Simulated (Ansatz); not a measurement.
**Cl2F2H3NSi2: a ladder of functionals and wavefunction methods**

Aim: compute Cl2F2H3NSi2 with functionals from several rungs and with coupled cluster, and see how far each lands from CCSD(T) at the basis-set limit for the atomisation energy.

Computed with Ansatz 0.2.0, Gaussian basis. Level: functionals in def2-TZVPP, the program's frozen cores in correlated methods.

The runs, in order: LDA (SPW92), PBE-D4, revPBE-D4, BLYP-D4, r2SCAN-D4, B97M-V, PBE0-D4, B3LYP-D4, r2SCANh-D4, r2SCAN0-D4, HSE06-D4, BHLYP-D4, CAM-B3LYP-D4, LC-ωPBE, ωB97X-V, ωB97M-V, B2PLYP, PBE-QIDH; CCSD(T)/def2-SVP; CCSD(T)/def2-TZVPP; CCSD(T)/def2-QZVPP; extrapolation to the limit; RPA on PBE.

## (1) The relaxed structure

An earlier PBE0-D4 in a triple-zeta def2 set relaxation fixed the geometry.

SMILES `F[Si](F)(Cl)N[SiH2]Cl`, 10 atoms, charge 0, spin multiplicity 1.

Atoms are counted from 1 here; the program's logs count them from 0.

Bond lengths: F1–Si2 1.576 Å, Si2–F3 1.577 Å, Si2–Cl4 2.019 Å, Si2–N5 1.690 Å, N5–Si6 1.725 Å, N5–H8 1.012 Å, Si6–Cl7 2.053 Å, Si6–H9 1.474 Å, Si6–H10 1.478 Å. Angles: F1–Si2–F3 106.9°, F1–Si2–Cl4 110.2°, F1–Si2–N5 108.0°, F3–Si2–Cl4 106.6°, F3–Si2–N5 112.5°, Cl4–Si2–N5 112.5°, Si2–N5–Si6 128.9°, Si2–N5–H8 115.5°, Si6–N5–H8 115.2°, N5–Si6–Cl7 112.1°, N5–Si6–H9 108.8°, N5–Si6–H10 108.1°, Cl7–Si6–H9 107.7°, Cl7–Si6–H10 106.9°, H9–Si6–H10 113.4°.

## (2) LDA

This LDA is Slater exchange with PW92 correlation.

File in.yaml:

```yaml
crystal:
  periodic: [false, false, false]
  atoms:
    - {symbol: F, position_ang: [-1.134858, -0.528433, 1.702308]}
    - {symbol: Si, position_ang: [-0.482391, -1.346892, 0.524280]}
    - {symbol: F, position_ang: [-1.647541, -2.140122, -0.183389]}
    - {symbol: Cl, position_ang: [0.794350, -2.728915, 1.257829]}
    - {symbol: N, position_ang: [0.277318, -0.252244, -0.514566]}
    - {symbol: Si, position_ang: [0.229812, 1.472404, -0.493936]}
    - {symbol: Cl, position_ang: [1.700414, 2.270379, 0.695830]}
    - {symbol: H, position_ang: [0.936256, -0.656700, -1.166802]}
    - {symbol: H, position_ang: [-1.071091, 1.904422, 0.049132]}
    - {symbol: H, position_ang: [0.480731, 1.955103, -1.867686]}
basis:
  gaussian: {orbitals: def2-TZVPP}
hamiltonian: {xc: lda}
output: {orbitals: {seedname: orbitals}}
```

The runs that follow: PBE-D4 (GGA); revPBE-D4 (GGA); BLYP-D4 (GGA); r2SCAN-D4 (meta-GGA); B97M-V (meta-GGA); PBE0-D4 (hybrid); B3LYP-D4 (hybrid); r2SCANh-D4 (hybrid); r2SCAN0-D4 (hybrid); HSE06-D4 (hybrid); BHLYP-D4 (hybrid); CAM-B3LYP-D4 (range-separated); LC-ωPBE (range-separated); ωB97X-V (range-separated); ωB97M-V (range-separated); B2PLYP (double hybrid); PBE-QIDH (double hybrid); CCSD(T) in def2-SVP; CCSD(T) in def2-TZVPP; CCSD(T) in def2-QZVPP; RPA on PBE orbitals.

**Question.** What will the summary of the whole plan be? Wanted: atomisation energy, CCSD(T)/CBS; farthest beyond LDA; mean size of error, GGA; mean size of error, meta-GGA; mean size of error, hybrid; mean size of error, range-separated; mean size of error, double hybrid; gap, smallest and largest; T1 diagnostic.

**Answer**, as computed:

| quantity | value |
| --- | --- |
| atomisation energy, CCSD(T)/CBS | 3810.5 kJ/mol |
| functionals within 19.1 kJ/mol (0.5 %) | PBE-D4, B97M-V, ωB97X-V, ωB97M-V |
| farthest beyond LDA | BHLYP-D4 (-159.2 kJ/mol) |
| mean size of error, GGA | 56.7 kJ/mol |
| mean size of error, meta-GGA | 14.5 kJ/mol |
| mean size of error, hybrid | 83.1 kJ/mol |
| mean size of error, range-separated | 25.0 kJ/mol |
| mean size of error, double hybrid | 75.8 kJ/mol |
| gap, smallest and largest | 6.47 eV (LDA (SPW92)), 13.87 eV (LC-ωPBE) |
| T1 diagnostic | 0.0105 |
| triples share of the correlation energy | 3.5 % |

In words: LDA overbinds by 493.4 kJ/mol (13 %). PBE-D4 is off by +0.4 kJ/mol. Double hybrids carry the basis error of their MP2 part in triple zeta, and no dispersion term here, so their miss is partly the set-up's. Taken by rung, meta-GGA functionals do best (14.5 kJ/mol on average) and hybrid ones worst beyond LDA (83.1 kJ/mol). The mean of the hybrids holds BHLYP, with half exact exchange. The reference freezes the cores and leaves out relativity and excitations past (T), so misses under about 19.1 kJ/mol can't be ranked. Hartree-Fock recovers 73 % of the binding; the rest is correlation. CCSD(T) in def2-SVP is off by -386.4 kJ/mol, which most functionals beat. The gap grows from 6.5 to 13.9 eV across the functionals, mostly with the share of exact exchange.
